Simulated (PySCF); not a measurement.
**[Dy(CH3)2]2+: other functionals and bases at one geometry**

The task here is to estimate one member of a computed series from the others.

The runs use PySCF 2.14.0; several levels, as the steps say, no spin–orbit coupling.

1 further run of the same task is left out (for a known fault of the program).

**Starting geometry**

9 atoms, charge 2, spin multiplicity 1.

Bond lengths: Dy1–C2 2.106 Å, Dy1–H3 2.667 Å, Dy1–H4 2.757 Å, Dy1–H5 2.696 Å, Dy1–C6 2.106 Å, Dy1–H7 2.667 Å, Dy1–H8 2.757 Å, Dy1–H9 2.696 Å, C2–H3 1.116 Å, C2–H4 1.113 Å, C2–H5 1.117 Å, C6–H7 1.116 Å, C6–H8 1.113 Å, C6–H9 1.117 Å. Angles: C2–Dy1–H3 23.5°, C2–Dy1–H4 21.6°, C2–Dy1–H5 23.0°, C2–Dy1–C6 96.3°, C2–Dy1–H7 119.3°, C2–Dy1–H8 81.5°, C2–Dy1–H9 89.5°, H3–Dy1–H4 39.1°, H3–Dy1–H5 39.5°, H3–Dy1–C6 119.3°, H3–Dy1–H7 142.6°, H3–Dy1–H8 104.9°, H3–Dy1–H9 108.9°, H4–Dy1–H5 38.4°, H4–Dy1–C6 81.5°, H4–Dy1–H7 104.9°, H4–Dy1–H8 72.3°, H4–Dy1–H9 70.0° and more.

Coordinates:

```
Dy    0.0000    0.0000   -0.2200
C     1.5686   -0.0123    1.1848
H     2.5187    0.1916    0.6352
H     1.4535    0.7291    2.0067
H     1.6419   -1.0215    1.6590
C    -1.5686    0.0123    1.1848
H    -2.5187   -0.1916    0.6352
H    -1.4535   -0.7291    2.0067
H    -1.6419    1.0215    1.6590
```

Formal oxidation states: Dy +4. Each metal's 8 4f electrons lie in its core potential, so multiplicities, spins and levels count the valence alone. An earlier session relaxed this geometry at PBE0, Dy lcecp-2-SVP with ECP54, C def2-SVP, H def2-SVP (singlet, point group C2).

At PBE0 on the finer grid: E = -122.898364 Eh, frontier levels not given, since the 4f levels lie in the core, Mulliken charge on Dy1 +1.47 e, largest force component 0.008 eV/Å. 

Levels to run: TPSS; r2SCAN; PBE0, TZVP. Hardware: 2 threads of AMD EPYC 9R45 (Zen 5), shared host.

Set-up of the first run:

Contents of run.py (the lines that set the calculation):

```python
mol = gto.M(atom='''
Dy     0.00000     0.00000    -0.21996
C      1.56859    -0.01227     1.18478
H      2.51865     0.19156     0.63522
H      1.45355     0.72909     2.00673
H      1.64185    -1.02146     1.65898
C     -1.56859     0.01227     1.18478
H     -2.51865    -0.19156     0.63522
H     -1.45355    -0.72909     2.00673
H     -1.64185     1.02146     1.65898''',
    basis={'Dy': 'lcecp-2-SVP', 'C': 'def2-SVP', 'H': 'def2-SVP'},
    ecp={'Dy': 'lcecp-2-SVP'},
    charge=2, spin=0)
mf = dft.RKS(mol, xc='TPSS')
mf.grids.atom_grid = (75, 302)  # f atoms: unpruned, at least (60, 302)
mf = mf.density_fit()  # fitting sets: Dy AutoAux, C def2-universal-JKFIT, H def2-universal-JKFIT
mf.conv_tol = 1e-08; mf.max_cycle = 55
mf.kernel(dm0)  # dm0: the density of the relaxed state
```

Command:

```
> OMP_NUM_THREADS=2 python run.py
```

Among the steps run: TPSS; r2SCAN; PBE0, TZVP.

One table of the session follows, with a row left open; its other results are not shown here.

```
              level  charge on Dy1 (e)  dipole (D)  largest force component (eV/Å)
PBE0 (relaxed here)               1.47        0.11                            0.01
               TPSS               1.42        0.13                            0.60
             r2SCAN                  ?           ?                               ?
         PBE0, TZVP               1.73        0.20                            0.26
```

Estimate the missing values for r2SCAN.

The run gave: charge on Dy1 (e): 1.46; dipole (D): 0.06; largest force component (eV/Å): 0.20. In the column «charge on Dy1 (e)» it lies between TPSS (1.42) and PBE0 (relaxed here) (1.47).

The dipole of a charged species depends on the origin, so these sizes hold for this origin alone.

The largest leftover force, 0.60 eV/Å with TPSS, stands at a geometry relaxed at another level. With 4f in the core, its levels are missing from HOMO and gap, and its count is fixed, so no charge can pass from the ligands into it. Total energies of different levels can't be compared.
